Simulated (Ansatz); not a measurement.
## AlSn in Ansatz: the effect of functional

The system is AlSn.

```xyz
2
Lattice="4.1414 0.0000 0.0000 -2.0707 3.5865 0.0000 0.0000 0.0000 3.2622" Properties=species:S:1:pos:R:3 pbc="T T T"
Sn    0.0000    2.3910    1.6311
Al    0.0000    0.0000    0.0000
```

The cell comes from a database or a generator and needn't be the stable form of this composition.

The cell isn't the ideal one: volume scaled by 0.96.

Alike in all runs:

| Item | Value |
| --- | --- |
| Program | Ansatz 0.2.0 |
| Task | single point |
| Potentials or basis | Ansatz PAW |
| k mesh | 7 × 7 × 8 |
| Occupations | fermi-dirac, width 0.05 eV |
| Spin | no spin polarisation |

```csv
functional,cutoff,pressure (GPa)
LDA,420 eV (not typed: the program's choice for these potentials),-1.0
PBEsol,420 eV (not typed: the program's choice for these potentials),0.4
r2SCAN,500 eV (not typed: the program's choice for these potentials),?
```

Question: What does the run with functional r2SCAN give?

Answer: Pressure 1.2 GPa.

Caveats: the PAW data sets come from PBE, with cores solved anew for the run's functional, which leaves a small shift of forces and pressure.
